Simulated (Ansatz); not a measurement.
**CH7NSSi2: how energies converge with the basis set**

The task here is to estimate one member of a computed series from the others.

The runs use Ansatz 0.2.0, Gaussian basis; one geometry, several basis sets.

Levels to be run: PBE0-D4/def2-SVP; ωB97M-V/def2-SVP; PBE0-D4/def2-QZVPP; ωB97M-V/def2-QZVPP; the functionals' def2-TZVPP values are taken from earlier runs.

### The relaxed structure

An earlier PBE0-D4 in a triple-zeta def2 set relaxation fixed the geometry.

SMILES `S[SiH]1C[SiH2]N1`, 12 atoms, charge 0, spin multiplicity 1.

Atoms are counted from 1 here; the program's logs count them from 0.

Bond lengths: S1–Si2 2.135 Å, S1–H6 1.344 Å, Si2–C3 1.884 Å, Si2–N5 1.726 Å, Si2–H7 1.486 Å, C3–Si4 1.883 Å, C3–H8 1.090 Å, C3–H9 1.090 Å, Si4–N5 1.736 Å, Si4–H10 1.489 Å, Si4–H11 1.490 Å, N5–H12 1.005 Å. Angles: Si2–S1–H6 94.5°, S1–Si2–C3 118.3°, S1–Si2–N5 116.1°, S1–Si2–H7 101.8°, C3–Si2–N5 89.0°, C3–Si2–H7 116.4°, N5–Si2–H7 116.1°, Si2–C3–Si4 86.2°, Si2–C3–H8 114.5°, Si2–C3–H9 114.8°, Si4–C3–H8 115.5°, Si4–C3–H9 115.6°, H8–C3–H9 109.0°, C3–Si4–N5 88.7°, C3–Si4–H10 115.1°, C3–Si4–H11 115.8°, N5–Si4–H10 114.5°, N5–Si4–H11 114.4° and more.

Set-up of the first run:

File in.yaml:

```yaml
crystal:
  periodic: [false, false, false]
  atoms:
    - {symbol: S, position_ang: [-2.214736, 1.101164, 1.385549]}
    - {symbol: Si, position_ang: [-0.185749, 0.615781, 0.932897]}
    - {symbol: C, position_ang: [0.224050, -1.163607, 0.470166]}
    - {symbol: Si, position_ang: [0.841700, -0.464033, -1.164983]}
    - {symbol: N, position_ang: [0.388754, 1.118695, -0.614781]}
    - {symbol: H, position_ang: [-2.708192, 0.555208, 0.260567]}
    - {symbol: H, position_ang: [0.530597, 1.174752, 2.109202]}
    - {symbol: H, position_ang: [-0.640413, -1.823940, 0.400582]}
    - {symbol: H, position_ang: [0.982015, -1.635483, 1.096257]}
    - {symbol: H, position_ang: [2.298967, -0.637218, -1.417093]}
    - {symbol: H, position_ang: [0.116664, -0.923138, -2.382939]}
    - {symbol: H, position_ang: [0.443344, 2.026619, -1.041324]}
basis:
  gaussian: {orbitals: def2-SVP}
hamiltonian: {xc: pbe0, dispersion: d4}
output: {orbitals: {seedname: orbitals}}
```

Launch:

```
> ansatz run in.yaml --threads 4 --pin off --events-out ev --progress --plain --max-ram 10444MiB
```

Steps of the session up to this table: PBE0-D4 in def2-SVP; ωB97M-V in def2-SVP; PBE0-D4 in def2-QZVPP; ωB97M-V in def2-QZVPP.

One of the session's tables, all rows but one given; the rest of the session is left out.

It belongs to the step «Density functionals: the series». 

| functional | basis | HOMO (eV) | LUMO (eV) |
| --- | --- | --- | --- |
| PBE0-D4 | def2-SVP | -7.19 | 0.37 |
| PBE0-D4 | def2-TZVPP | -7.31 | -0.09 |
| PBE0-D4 | def2-QZVPP | -7.34 | -0.23 |
| ωB97M-V | def2-SVP | -9.35 | 2.22 |
| ωB97M-V | def2-TZVPP | -9.50 | 1.50 |
| ωB97M-V | def2-QZVPP | ? | ? |

**Question.** Estimate the row for ωB97M-V, def2-QZVPP.

**Answer.** HOMO (eV): -9.53; LUMO (eV): 1.15. In the column «HOMO (eV)» it is the lowest.
